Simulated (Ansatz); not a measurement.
# Ru: response to strain

Ru is deformed so: equal xx and yy strain of +2 %. What stress and forces result, by LAPW, PAW and all-electron datasets made for the crystal?

Computed with Ansatz 0.2.0 (DFT PBEsol, scalar-relativistic, unless a step's input says otherwise).

**1. The structure to begin with**

Symmetry: P6_3/mmc, No. 194, hexagonal system. The conventional cell has a = 2.706 Å, b = 2.706 Å, c = 4.282 Å, α = 90.00°, β = 90.00°, γ = 120.00°. Around Ru (site symmetry -6m2) lie 12 Ru at 2.65 to 2.71 Å.

Coordinates:

```
Ru
1.0
     2.70580    0.00000    0.00000
    -1.35290    2.34329    0.00000
     0.00000    0.00000    4.28190
Ru
2
Direct
  0.33333 0.66667 0.25000
  0.66667 0.33333 0.75000
```

Atoms are numbered in the order of the input: Ru1, Ru2.

**2. The deformed structure**

Space group P6_3/mmc before, P6_3/mmc after.

**3. All-electron LAPW**

Contents of input.yaml:

```yaml
crystal:
  lattice:
    - [2.7599153209, 0.0, 0.0]
    - [-1.3799576604, 2.3901567802, 0.0]
    - [0.0, 0.0, 4.2819]
  atoms:
    - { symbol: Ru, position: [0.3333333333, 0.6666666667, 0.25] }
    - { symbol: Ru, position: [0.6666666667, 0.3333333333, 0.75] }
kpoints:
  mp_grid: { grid: [14, 14, 8] }
  band_path:
    path:
      - [0.0, 0.0, 0.0]
      - [0.5, 0.0, 0.0]
      - [0.3333333333, 0.3333333333, 0.0]
      - [0.0, 0.0, 0.0]
      - [0.0, 0.0, 0.5]
      - [0.5, 0.0, 0.5]
      - [0.3333333333, 0.3333333333, 0.5]
      - [0.0, 0.0, 0.5]
      - [0.5, 0.0, 0.5]
    npoints: 5
scf:
  occupations: { method: fermi_dirac, width: 0.03 }
hamiltonian:
  xc: pbesol
  pseudopotentials: { kind: all_electron, lapw: { basis_error: 0.0005 } }
output:
  forces: true
  stress: true
  eigenvalues: true
```

Started as:

```bash
$ ansatz run input.yaml --threads 1 --pin off --max-ram 3072MiB --backend cpu --events-out ev --progress --plain --runs-dir out
```

**4. PAW with frozen cores**

Contents of input.yaml:

```yaml
crystal:
  lattice:
    - [2.7599153209, 0.0, 0.0]
    - [-1.3799576604, 2.3901567802, 0.0]
    - [0.0, 0.0, 4.2819]
  atoms:
    - { symbol: Ru, position: [0.3333333333, 0.6666666667, 0.25] }
    - { symbol: Ru, position: [0.6666666667, 0.3333333333, 0.75] }
kpoints:
  mp_grid: { grid: [14, 14, 8] }
scf:
  occupations: { method: fermi_dirac, width: 0.03 }
hamiltonian:
  xc: pbesol
  pseudopotentials: { kind: paw }
output:
  forces: true
  stress: true
  eigenvalues: true
  efg: { contact_densities: true }
  write_density: true
  write_potential: true
  elf: true
  volumetric_format: npy
```

**5. Datasets made for this crystal**

input.yaml: that of step 4 with these lines changed.

```diff
@@ -14,3 +14,3 @@
   xc: pbesol
-  pseudopotentials: { kind: paw }
+  pseudopotentials: { kind: all_electron, datasets: crystal }
 output:
@@ -20,5 +20 @@
   efg: { contact_densities: true }
-  write_density: true
-  write_potential: true
-  elf: true
-  volumetric_format: npy
```

(Steps that only read results are left out.)

Before running it: what results should come out? Wanted: pressure; largest shear or deviatoric stress.

The runs gave:

| quantity | value |
| --- | --- |
| pressure | LAPW -17.33, PAW -17.30, crystal datasets -17.33 GPa |
| largest shear or deviatoric stress (LAPW) | 3.68 GPa |

**Reading.** The largest part of the stress beyond the pressure is 3.68 GPa in size, in the zz component; the atoms are carried along and not relaxed. No run of the undeformed cell stands beside it, so the pressure holds what the given cell had before the change. PAW: stress within 0.04 GPa of LAPW. Crystal datasets: stress within 0.01 GPa of LAPW.
